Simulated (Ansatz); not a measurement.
# C3H7BO: up Jacob's ladder to CCSD(T)

The task here is to estimate one member of a computed series from the others.

Computed with Ansatz 0.2.0, Gaussian basis. Level: functionals in def2-TZVPP, the program's frozen cores in correlated methods.

Plan: LDA (SPW92), PBE-D4, revPBE-D4, BLYP-D4, r2SCAN-D4, B97M-V, PBE0-D4, B3LYP-D4, r2SCANh-D4, r2SCAN0-D4, HSE06-D4, BHLYP-D4, CAM-B3LYP-D4, LC-ωPBE, ωB97X-V, ωB97M-V, B2PLYP, PBE-QIDH; CCSD(T)/def2-SVP; CCSD(T)/def2-TZVPP; MP2/def2-QZVPP; extrapolation to the limit; RPA on PBE.

### The relaxed structure

An earlier PBE0-D4 in a triple-zeta def2 set relaxation fixed the geometry.

SMILES `CB(C)C=O`, 12 atoms, charge 0, spin multiplicity 1.

Atoms are counted from 1 here; the program's logs count them from 0.

Bond lengths: C1–B2 1.559 Å, C1–H6 1.100 Å, C1–H7 1.092 Å, C1–H8 1.094 Å, B2–C3 1.559 Å, B2–C4 1.584 Å, C3–H9 1.092 Å, C3–H10 1.093 Å, C3–H11 1.101 Å, C4–O5 1.213 Å, C4–H12 1.121 Å. Angles: B2–C1–H6 107.3°, B2–C1–H7 114.2°, B2–C1–H8 112.5°, H6–C1–H7 107.1°, H6–C1–H8 105.5°, H7–C1–H8 109.8°, C1–B2–C3 124.2°, C1–B2–C4 118.2°, C3–B2–C4 117.5°, B2–C3–H9 114.1°, B2–C3–H10 114.5°, B2–C3–H11 105.1°, H9–C3–H10 109.9°, H9–C3–H11 106.9°, H10–C3–H11 105.5°, B2–C4–O5 120.4°, B2–C4–H12 120.8°, O5–C4–H12 118.8°.

The first run:

in.yaml reads:

```yaml
crystal:
  periodic: [false, false, false]
  atoms:
    - {symbol: C, position_ang: [-1.362682, -0.259513, 0.628739]}
    - {symbol: B, position_ang: [0.014541, 0.074601, -0.020433]}
    - {symbol: C, position_ang: [1.321343, -0.736686, 0.231835]}
    - {symbol: C, position_ang: [0.086818, 1.279158, -1.046338]}
    - {symbol: O, position_ang: [-0.166274, 1.102094, -2.219151]}
    - {symbol: H, position_ang: [-1.539486, 0.483572, 1.420705]}
    - {symbol: H, position_ang: [-1.409230, -1.244741, 1.096553]}
    - {symbol: H, position_ang: [-2.194245, -0.142881, -0.071727]}
    - {symbol: H, position_ang: [1.295657, -1.356627, 1.130106]}
    - {symbol: H, position_ang: [2.235924, -0.138395, 0.219296]}
    - {symbol: H, position_ang: [1.404466, -1.420147, -0.627444]}
    - {symbol: H, position_ang: [0.390071, 2.304466, -0.708241]}
basis:
  gaussian: {orbitals: def2-TZVPP}
hamiltonian: {xc: lda}
output: {orbitals: {seedname: orbitals}}
```

Launch:

```sh
ansatz run in.yaml --threads 4 --pin off --events-out ev --progress --plain --max-ram 10444MiB
```

Steps of the session up to this table: LDA; PBE-D4 (GGA); revPBE-D4 (GGA); BLYP-D4 (GGA); r2SCAN-D4 (meta-GGA); B97M-V (meta-GGA); PBE0-D4 (hybrid); B3LYP-D4 (hybrid); r2SCANh-D4 (hybrid); r2SCAN0-D4 (hybrid); HSE06-D4 (hybrid); BHLYP-D4 (hybrid); CAM-B3LYP-D4 (range-separated); LC-ωPBE (range-separated); ωB97X-V (range-separated); ωB97M-V (range-separated); B2PLYP (double hybrid); PBE-QIDH (double hybrid).

One table of the session follows, with a row left open; its other results are not shown here.

It belongs to the step «Frontier levels by functional». 

```
  functional  HOMO (eV)  gap (eV)
 LDA (SPW92)          ?         ?
      PBE-D4      -5.23      3.11
   revPBE-D4      -5.17      3.17
     BLYP-D4      -5.18      3.19
   r2SCAN-D4      -5.49      3.66
      B97M-V      -5.65      3.88
     PBE0-D4      -6.76      5.72
    B3LYP-D4      -6.57      5.27
  r2SCANh-D4      -6.07      4.64
  r2SCAN0-D4      -6.95      6.10
    HSE06-D4      -6.35      4.92
    BHLYP-D4      -8.30      8.38
CAM-B3LYP-D4      -8.24      8.35
     LC-ωPBE      -9.52     10.88
     ωB97X-V      -9.22     10.46
     ωB97M-V      -9.15     10.17
```

Q: Estimate the row for LDA (SPW92) from the others.

**Answer.** HOMO (eV): -5.33; gap (eV): 2.94. In the column «HOMO (eV)» it lies between r2SCAN-D4 (-5.49) and PBE-D4 (-5.23).
